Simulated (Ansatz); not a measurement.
# C3H8FNOSi: one species, many methods

Aim: compute C3H8FNOSi with functionals from several rungs and with coupled cluster. The yardstick is the atomisation energy at the CCSD(T) limit.

The runs use Ansatz 0.2.0, Gaussian basis; functionals in def2-TZVPP, the program's frozen cores in correlated methods.

Levels to be run: PBE-D4, r2SCAN-D4, PBE0-D4, B3LYP-D4, ωB97X-V, ωB97M-V, B2PLYP; CCSD(T)/def2-TZVPP; MP2/def2-QZVPP; extrapolation to the limit.

## Step 1: The geometry

An earlier PBE0-D4 in a triple-zeta def2 set relaxation fixed the geometry.

SMILES `C=C[Si](N)(F)OC`, 15 atoms, charge 0, spin multiplicity 1.

Atoms are counted from 1 here; the program's logs count them from 0.

Bond lengths: C1–C2 1.331 Å, C1–H8 1.087 Å, C1–H9 1.087 Å, C2–Si3 1.847 Å, C2–H10 1.089 Å, Si3–N4 1.700 Å, Si3–F5 1.595 Å, Si3–O6 1.630 Å, N4–H11 1.007 Å, N4–H12 1.007 Å, O6–C7 1.409 Å, C7–H13 1.095 Å, C7–H14 1.091 Å, C7–H15 1.095 Å. Angles: C2–C1–H8 121.5°, C2–C1–H9 122.3°, H8–C1–H9 116.3°, C1–C2–Si3 123.2°, C1–C2–H10 118.2°, Si3–C2–H10 118.6°, C2–Si3–N4 109.3°, C2–Si3–F5 107.2°, C2–Si3–O6 114.2°, N4–Si3–F5 114.2°, N4–Si3–O6 108.9°, F5–Si3–O6 103.0°, Si3–N4–H11 120.7°, Si3–N4–H12 120.1°, H11–N4–H12 111.3°, Si3–O6–C7 124.1°, O6–C7–H13 111.4°, O6–C7–H14 108.1° and more.

## Step 2: PBE-D4 (GGA)

Input file in.yaml:

```yaml
crystal:
  periodic: [false, false, false]
  atoms:
    - {symbol: C, position_ang: [0.136140, 2.044569, -0.805381]}
    - {symbol: C, position_ang: [0.803683, 1.405225, 0.152701]}
    - {symbol: Si, position_ang: [0.141951, -0.080539, 1.028344]}
    - {symbol: N, position_ang: [-1.556509, -0.054191, 0.972514]}
    - {symbol: F, position_ang: [0.748009, -0.066106, 2.504145]}
    - {symbol: O, position_ang: [0.669337, -1.501651, 0.428120]}
    - {symbol: C, position_ang: [0.465133, -1.921661, -0.901062]}
    - {symbol: H, position_ang: [-0.858256, 1.730300, -1.110336]}
    - {symbol: H, position_ang: [0.548413, 2.905550, -1.324539]}
    - {symbol: H, position_ang: [1.798369, 1.763722, 0.412678]}
    - {symbol: H, position_ang: [-2.064539, 0.786282, 1.194625]}
    - {symbol: H, position_ang: [-2.082689, -0.876512, 1.221238]}
    - {symbol: H, position_ang: [0.927878, -1.230481, -1.613900]}
    - {symbol: H, position_ang: [0.924189, -2.904315, -1.020761]}
    - {symbol: H, position_ang: [-0.601110, -2.000191, -1.138376]}
basis:
  gaussian: {orbitals: def2-TZVPP}
hamiltonian: {xc: pbe, dispersion: d4}
output: {forces: true, orbitals: {seedname: orbitals}}
```

Started as:

```
$ ansatz run in.yaml --threads 2 --pin off --events-out ev --progress --plain --max-ram 22528MiB --backend cuda --devices 0, --max-vram 18GiB
```

Further steps of the session: r2SCAN-D4 (meta-GGA); PBE0-D4 (hybrid); B3LYP-D4 (hybrid); ωB97X-V (range-separated); ωB97M-V (range-separated); B2PLYP (double hybrid); CCSD(T) in def2-TZVPP; MP2 in def2-QZVPP.

Q: Predict the results of all the runs planned. Wanted: atomisation energy, CCSD(T)/CBS; farthest; mean size of error, hybrid; mean size of error, range-separated; gap, smallest and largest; T1 diagnostic; triples share of the correlation energy.

The runs gave:

```
                               quantity                                           value
        atomisation energy, CCSD(T)/CBS                                       63.406 eV
    functionals within 0.317 eV (0.5 %)  r2SCAN-D4, PBE0-D4, B3LYP-D4, ωB97X-V, ωB97M-V
                               farthest                              PBE-D4 (+1.083 eV)
             mean size of error, hybrid                                        0.112 eV
    mean size of error, range-separated                                        0.069 eV
              gap, smallest and largest            4.85 eV (PBE-D4), 12.10 eV (ωB97X-V)
                          T1 diagnostic                                          0.0113
triples share of the correlation energy                                           3.7 %
```

In words: PBE-D4 is off by +1.083 eV. Double hybrids carry the basis error of their MP2 part in triple zeta, and no dispersion term here, so their miss is partly the set-up's. The reference freezes the cores and leaves out relativity and excitations past (T), so misses under about 0.317 eV can't be ranked. Hartree-Fock recovers 73 % of the binding; the rest is correlation. The gap grows from 4.9 to 12.1 eV across the functionals, mostly with the share of exact exchange.
